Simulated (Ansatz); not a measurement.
# AsH5OSZn (built from SMILES [AsH3].[OH][Zn][SH]): search for a transition state, part 2 of 2

Ansatz 0.2.0, Gaussian basis; PBE0-D4. Earlier steps stand in the parts before.

### Step 6. Checking the order of the point

The input, vib/in.yaml:

```yaml
crystal:
  periodic: [false, false, false]
  atoms:
    - {symbol: Zn, position_ang: [-0.414593, 0.197773, -0.828988]}
    - {symbol: S, position_ang: [1.868403, -0.366610, -0.690761]}
    - {symbol: O, position_ang: [-1.661151, 0.806109, -1.965708]}
    - {symbol: H, position_ang: [0.637488, -0.492217, 0.562500]}
    - {symbol: As, position_ang: [-0.954245, -0.422587, 1.624463]}
    - {symbol: H, position_ang: [2.164538, 0.857569, -0.221218]}
    - {symbol: H, position_ang: [-1.323355, 0.968492, -2.848847]}
    - {symbol: H, position_ang: [0.079970, 0.262993, 2.497111]}
    - {symbol: H, position_ang: [-0.397055, -1.811423, 1.871449]}
basis:
  gaussian: {orbitals: def2-TZVP}
hamiltonian: {xc: pbe0, dispersion: d4}
phonons: {temperatures: {t_min: 298.15, t_max: 900, t_step: 200}}
```

Command:

```console
$ ansatz run in.yaml --threads 8 --pin off --events-out ev --progress --plain --max-ram 19148MiB
```

What it wrote, cut to the lines that bear on the results:

```text
Functional definition: PBE0
  name "PBE0"
  cite "Adamo & Barone, J. Chem. Phys. 110, 6158 (1999) doi:10.1063/1.478522"
  cite "Perdew, Burke & Ernzerhof, Phys. Rev. Lett. 77, 3865 (1996) doi:10.1103/PhysRevLett.77.3865"
  parent pbe
[...]
1606 factors; their error is unknown
[...]
mean field -122206.11612319 eV, -4490.9919332465 hartree, gradient 6.0e-5 eV, S^2 0.000000; 0 other end points of the search recorded, 0 dependent functions left out
[...]
reference -122206.11615695 eV, -4490.9919344874 hartree; 46, 46 occupied and 148, 148 virtual orbitals, 1606 factors
[... from here to the last solve, the lines of the solves are left out (53 solves) ...]
1606 factors; their error is unknown
mean field -122206.11610513 eV, -4490.9919325829 hartree, gradient 2.5e-6 eV, S^2 0.000000; 0 other end points of the search recorded, 0 dependent functions left out
[...]
WARN: phonons: modes at or below zero, which the zero-point energy, F, S and C_V leave out: 1, the lowest at -896.54 cm⁻¹. A minimum has none, and a first-order saddle one
[...]
Atom 0 at    -0.414593     0.197773    -0.828988 Å, force     0.000013     0.000107    -0.000439 eV/Å
Atom 1 at     1.868403    -0.366610    -0.690761 Å, force    -0.000039    -0.000525    -0.000194 eV/Å
Atom 2 at    -1.661151     0.806109    -1.965708 Å, force    -0.001427    -0.000021     0.001706 eV/Å
Atom 3 at     0.637488    -0.492217     0.562500 Å, force     0.000068    -0.000073    -0.000028 eV/Å
Atom 4 at    -0.954245    -0.422587     1.624463 Å, force    -0.000101    -0.000816    -0.000406 eV/Å
Atom 5 at     2.164538     0.857569    -0.221218 Å, force     0.000202     0.000563     0.000356 eV/Å
Atom 6 at    -1.323355     0.968492    -2.848847 Å, force     0.001116     0.000039    -0.001487 eV/Å
Atom 7 at     0.079970     0.262993     2.497111 Å, force     0.000435     0.000228     0.000335 eV/Å
Atom 8 at    -0.397055    -1.811423     1.871449 Å, force    -0.000267     0.000497     0.000158 eV/Å
Dipole moment:     0.403326     0.014030     0.138833 e Å
Vibrations: -896.54 66.42 108.93 118.07 146.80 204.72 239.60 290.16 307.77 493.90 510.89 555.28 654.89 787.93 981.96 983.25 1111.94 2232.04 2247.63 2707.79 3898.37 cm⁻¹, zero-point energy 1.156049 eV
```

Run time: 4.1 min. Hardware: 8 threads of Intel Xeon at 2.50GHz, shared host; peak memory 0.72 GiB.

Wavenumbers and character of the modes:

```
mode  wavenumber (cm⁻¹)               character
   1               897i   changes S2–H4, H4–As5
   2                 66                 torsion
   3                109                    bend
   4                118                 torsion
   5                147                    bend
   6                205           Zn–As stretch
   7                240                 torsion
   8                290                 torsion
   9                308            Zn–S stretch
  10                494       bend with torsion
  11                511                    bend
  12                555                    bend
  13                655            Zn–O stretch
  14                788                    bend
  15                982  bend with wag or twist
  16                983            wag or twist
  17               1112            Zn–H stretch
  18               2232            As–H stretch
  19               2248            As–H stretch
  20               2708             S–H stretch
  21               3898             O–H stretch
```

Vibrational sums (real modes only):

```
T (K)  entropy (J/mol/K)  heat capacity (J/mol/K)
  298               95.5                     87.8
  498              146.7                    111.0
  698              186.4                    124.2
  898              218.9                    133.4
```

### Step 7. Relaxing after a step of 0.30 Å one way along the mode

The input, downa/in.yaml:

```yaml
crystal:
  periodic: [false, false, false]
  atoms:
    - {symbol: Zn, position_ang: [-0.570544, 0.194154, -0.711627]}
    - {symbol: S, position_ang: [1.818584, -0.402937, -0.558010]}
    - {symbol: O, position_ang: [-1.652580, 0.815059, -1.984712]}
    - {symbol: H, position_ang: [0.891441, -0.490812, 0.402795]}
    - {symbol: As, position_ang: [-1.041950, -0.413005, 1.663512]}
    - {symbol: H, position_ang: [2.158964, 0.856500, -0.218845]}
    - {symbol: H, position_ang: [-1.303085, 0.965062, -2.859098]}
    - {symbol: H, position_ang: [0.085654, 0.264219, 2.441311]}
    - {symbol: H, position_ang: [-0.386484, -1.788141, 1.824674]}
basis:
  gaussian: {orbitals: def2-TZVP}
hamiltonian: {xc: pbe0, dispersion: d4}
relax: {f_tol: 0.005, max_steps: 200}
```

Command:

```console
$ ansatz run in.yaml --threads 8 --pin off --events-out ev --progress --plain --max-ram 19148MiB
```

What it wrote, cut to the lines that bear on the results:

```text
[... 5 set-up lines as earlier in the session ...]
[...]
1606 factors; their error is unknown
[...]
mean field -122206.36597917 eV, -4491.0011152845 hartree, gradient 5.7e-5 eV, S^2 0.000000; 0 other end points of the search recorded, 0 dependent functions left out
[...]
reference -122206.36601338 eV, -4491.0011165419 hartree; 46, 46 occupied and 148, 148 virtual orbitals, 1606 factors
relax step   1: F+E_penalty+E_count = -122206.55654098 eV  Δ(F+E_penalty+E_count) = +0.000e0 eV  max|allowed force component| = 1.631e0 eV/Å  Δτ_max = 0.0000 Å  (30 SCF iters, accepted)
[...]
Total energy: -122207.31579479 eV, -4491.0360203648 hartree
Atom 0 at    -1.078009     0.236787    -0.311547 Å, force    -0.000091    -0.002230     0.002668 eV/Å
Atom 1 at     1.664361    -0.401613    -0.782430 Å, force    -0.000394    -0.001251    -0.001878 eV/Å
Atom 2 at    -1.405433     1.021418    -1.900313 Å, force    -0.000318     0.001118    -0.000765 eV/Å
Atom 3 at     1.924722    -0.449014     0.533379 Å, force     0.000298     0.000060     0.001256 eV/Å
Atom 4 at    -1.435061    -0.482306     1.927969 Å, force     0.000179     0.000203    -0.001226 eV/Å
Atom 5 at     1.999625     0.895541    -0.871655 Å, force     0.000303     0.001267    -0.000085 eV/Å
Atom 6 at    -0.838287     0.751352    -2.623277 Å, force     0.000427    -0.000135    -0.000153 eV/Å
Atom 7 at    -0.149654     0.209419     2.378920 Å, force    -0.000189    -0.000067     0.000328 eV/Å
Atom 8 at    -0.682264    -1.781484     1.648953 Å, force    -0.000215     0.001035    -0.000145 eV/Å
Dipole moment:     0.755334    -0.136218     0.030333 e Å
```

Wall time 3.4 min (8 threads of Intel Xeon at 2.50GHz, shared host); peak memory 0.72 GiB.

Relaxation path: (not every step is listed)

```csv
step,energy from step 1 (eV),largest force component (eV/Å)
1,0.0000,1.6306
2,-0.3630,0.7232
3,-0.5184,1.2041
4,-0.6420,1.0367
5,-0.7310,0.3043
6,-0.7465,0.1598
7,-0.7455,0.3805
8,-0.7551,0.0350
9,-0.7560,0.0501
11,-0.7572,0.0344
13,-0.7576,0.0274
15,-0.7580,0.0454
17,-0.7582,0.0947
19,-0.7586,0.0167
21,-0.7589,0.0255
23,-0.7590,0.0313
25,-0.7589,0.0827
27,-0.7591,0.0243
29,-0.7592,0.0062
30,-0.7592,0.0060
31,-0.7592,0.0006
32,-0.7592,0.0011
33,-0.7592,0.0033
34,-0.7592,0.0027
```

Distances of close pairs at the start and the end, largest changes first:

```
   bond  before (Å)  after (Å)  change (Å)
 Zn1–H4       1.962      3.194      +1.232
 Zn1–S2       2.467      2.855      +0.387
Zn1–As5       2.496      2.379      -0.117
 Zn1–O3       1.782      1.802      +0.020
  S2–H6       1.348      1.343      -0.005
 As5–H9       1.532      1.527      -0.005
  O3–H7       0.954      0.958      +0.004
  S2–H4       1.338      1.342      +0.004
```

### Step 8. Relaxing after a step of 0.30 Å the other way along the mode

The input, downb/in.yaml:

```yaml
crystal:
  periodic: [false, false, false]
  atoms:
    - {symbol: Zn, position_ang: [-0.258643, 0.201392, -0.946349]}
    - {symbol: S, position_ang: [1.918222, -0.330283, -0.823512]}
    - {symbol: O, position_ang: [-1.669723, 0.797159, -1.946703]}
    - {symbol: H, position_ang: [0.383534, -0.493622, 0.722204]}
    - {symbol: As, position_ang: [-0.866540, -0.432168, 1.585413]}
    - {symbol: H, position_ang: [2.170112, 0.858637, -0.223591]}
    - {symbol: H, position_ang: [-1.343624, 0.971921, -2.838596]}
    - {symbol: H, position_ang: [0.074286, 0.261768, 2.552911]}
    - {symbol: H, position_ang: [-0.407625, -1.834704, 1.918224]}
basis:
  gaussian: {orbitals: def2-TZVP}
hamiltonian: {xc: pbe0, dispersion: d4}
relax: {f_tol: 0.005, max_steps: 200}
```

Command:

```console
$ ansatz run in.yaml --threads 8 --pin off --events-out ev --progress --plain --max-ram 19148MiB
```

What it wrote, cut to the lines that bear on the results:

```text
[... 5 set-up lines as earlier in the session ...]
[...]
1606 factors; their error is unknown
[...]
mean field -122206.34691221 eV, -4491.0004145868 hartree, gradient 6.1e-5 eV, S^2 0.000000; 0 other end points of the search recorded, 0 dependent functions left out
[...]
reference -122206.34694625 eV, -4491.0004158378 hartree; 46, 46 occupied and 148, 148 virtual orbitals, 1606 factors
relax step   1: F+E_penalty+E_count = -122206.53706649 eV  Δ(F+E_penalty+E_count) = +0.000e0 eV  max|allowed force component| = 1.214e0 eV/Å  Δτ_max = 0.0000 Å  (31 SCF iters, accepted)
[...]
Total energy: -122207.40284546 eV, -4491.0392194178 hartree
Atom 0 at     0.241079     0.465978    -1.161408 Å, force     0.003410     0.000149    -0.000481 eV/Å
Atom 1 at     2.387323     0.263538    -1.033243 Å, force    -0.000518    -0.000071     0.001157 eV/Å
Atom 2 at    -1.515844     0.666791    -1.412668 Å, force    -0.004344    -0.000381     0.000791 eV/Å
Atom 3 at    -0.721639    -1.371781     0.336316 Å, force     0.000336    -0.000732    -0.000348 eV/Å
Atom 4 at    -0.931098    -0.782179     1.726659 Å, force    -0.000535     0.000726    -0.000246 eV/Å
Atom 5 at     2.353289     0.051836     0.293419 Å, force    -0.000043    -0.000135    -0.001210 eV/Å
Atom 6 at    -1.772347     1.194615    -2.170523 Å, force     0.001379     0.000392    -0.000518 eV/Å
Atom 7 at    -0.538376     0.622660     1.280262 Å, force    -0.000464     0.000296     0.000440 eV/Å
Atom 8 at     0.497612    -1.111357     2.141187 Å, force     0.000778    -0.000244     0.000414 eV/Å
Dipole moment:    -0.068559     0.046731     0.105607 e Å
```

It took 5.1 min on 8 threads of Intel Xeon at 2.50GHz, shared host; peak memory 0.73 GiB.

The steps of the relaxation: (not every step is listed) (the energy doesn't fall at every step)

| step | energy from step 1 (eV) | largest force component (eV/Å) |
| --- | --- | --- |
| 1 | 0.0000 | 1.2140 |
| 2 | -0.3090 | 0.8523 |
| 3 | -0.5228 | 0.5629 |
| 4 | -0.6573 | 0.7407 |
| 5 | -0.7505 | 0.5545 |
| 6 | -0.7729 | 0.3241 |
| 7 | -0.7743 | 0.5392 |
| 8 | -0.6777 | 2.0231 |
| 9 | -0.7793 | 0.0261 |
| 12 | -0.7799 | 0.0390 |
| 15 | -0.7804 | 0.1035 |
| 18 | -0.7793 | 0.3219 |
| 21 | -0.7845 | 0.0785 |
| 24 | -0.7896 | 0.0705 |
| 27 | -0.8067 | 0.3127 |
| 30 | -0.8377 | 0.5348 |
| 33 | -0.8498 | 0.0337 |
| 36 | -0.8556 | 0.0785 |
| 39 | -0.8603 | 0.0195 |
| 42 | -0.8630 | 0.0954 |
| 45 | -0.8651 | 0.0464 |
| 46 | -0.8654 | 0.0426 |
| 47 | -0.8656 | 0.0417 |
| 48 | -0.8657 | 0.0173 |
| 49 | -0.8657 | 0.0103 |
| 50 | -0.8657 | 0.0078 |
| 51 | -0.8657 | 0.0043 |

Close pairs (by a distance rule), those that changed most:

| bond | before (Å) | after (Å) | change (Å) |
| --- | --- | --- | --- |
| Zn1–As5 | 2.680 | 3.358 | +0.678 |
| Zn1–H4 | 1.918 | 2.559 | +0.641 |
| Zn1–S2 | 2.244 | 2.160 | -0.085 |
| Zn1–O3 | 1.829 | 1.786 | -0.043 |
| S2–H6 | 1.355 | 1.344 | -0.011 |
| As5–H9 | 1.513 | 1.524 | +0.011 |
| As5–H8 | 1.517 | 1.525 | +0.008 |
| O3–H7 | 0.966 | 0.959 | -0.007 |

### Step 9. What the saddle joins

```
   pair  start side (Å)  saddle (Å)  end side (Å)
Zn1–As5           3.358       2.588         2.379
  S2–H4           3.770       1.761         1.342
 Zn1–S2           2.160       2.356         2.855
 H4–As5           1.525       1.915         3.638
```

### Step 10. Summary of results

This closing draws on all 2 parts.

```
                       quantity                                                       value
                 imaginary mode                                                   897i cm⁻¹
    barrier from the start side                                                105.7 kJ/mol
      barrier from the end side                                                 97.3 kJ/mol
             energy of the step                                                 +8.4 kJ/mol
              pairs that change  Zn1–As5 formed, S2–H4 formed, Zn1–S2 broken, H4–As5 broken
zero-point energy at the saddle                                                    1.156 eV
```

What this shows: One imaginary mode, 897i cm⁻¹, makes this a first-order saddle. The two relaxations end on the structures that were planned. At PBE0-D4/def2-TZVP the electronic barrier is 105.7 kJ/mol, about 43 kT at 298 K, and the step runs 8.4 kJ/mol uphill. These are plain relaxations, not an intrinsic reaction coordinate. Lower complexes than these ends may exist.
